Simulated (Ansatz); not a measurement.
# NaHg2: the cost of one run

Program: Ansatz 0.2.0. Level of theory: DFT LDA, scalar-relativistic, plane waves, PAW. These are calculated values, not measurements.

3 further runs of the same task are left out: 3 set aside as unsound or not needed.

### Step 1. The structure to begin with

Symmetry: P6/mmm, No. 191, hexagonal system. Conventional cell: a = 4.956 Å, b = 4.956 Å, c = 3.092 Å, α = 90.00°, β = 90.00°, γ = 120.00°. Around Na (site symmetry 6/mmm) lie 2 Na at 3.09 Å and 12 Hg at 3.25 Å. Hg (site symmetry -6m2) has 5 Hg at 2.86 to 3.09 Å and 6 Na at 3.25 Å as nearest neighbours.

Structure file:

```
CELL_PARAMETERS angstrom
4.95600 0.00000 0.00000
-2.47800 4.29202 0.00000
0.00000 0.00000 3.09236
ATOMIC_POSITIONS crystal
Na 0.00000 0.00000 0.00000
Hg 0.33333 0.66667 0.50000
Hg 0.66667 0.33333 0.50000
```

It is the result of an earlier relaxation at this level (volume 21.93 Å³/atom; gap on the mesh: none (metal)).

### Step 2. Electric field gradients at the nuclei

The input, input.yaml:

```yaml
crystal:
  lattice:
    - [4.9559994199, 0.0, 0.0]
    - [-2.4779997099, 4.2920213988, 0.0]
    - [0.0, 0.0, 3.0923566612]
  atoms:
    - { symbol: Na, position: [0.0, 0.0, 0.0] }
    - { symbol: Hg, position: [0.3333333333, 0.6666666667, 0.5] }
    - { symbol: Hg, position: [0.6666666667, 0.3333333333, 0.5] }
basis:
  ecutwfc: 420
kpoints:
  mp_grid: { grid: [12, 12, 14] }
hamiltonian:
  xc: lda
scf:
  occupations: { method: fermi_dirac, width: 0.15 }
output:
  forces: true
  stress: true
  eigenvalues: true
  efg: {}
checkpoint:
  read: start.run
  write: ck
  compress: false
  write_wavefunctions: false
  write_every: 100000
```

The run is started by

```console
$ ansatz run input.yaml --threads 1 --pin off --max-ram 3072MiB --backend cpu --events-out ev --progress --plain --runs-dir out
```

Q: Estimate wall time and peak memory on 1 thread of Arm Neoverse V1, shared host.

About 11 s, with a peak of 0.48 GiB.
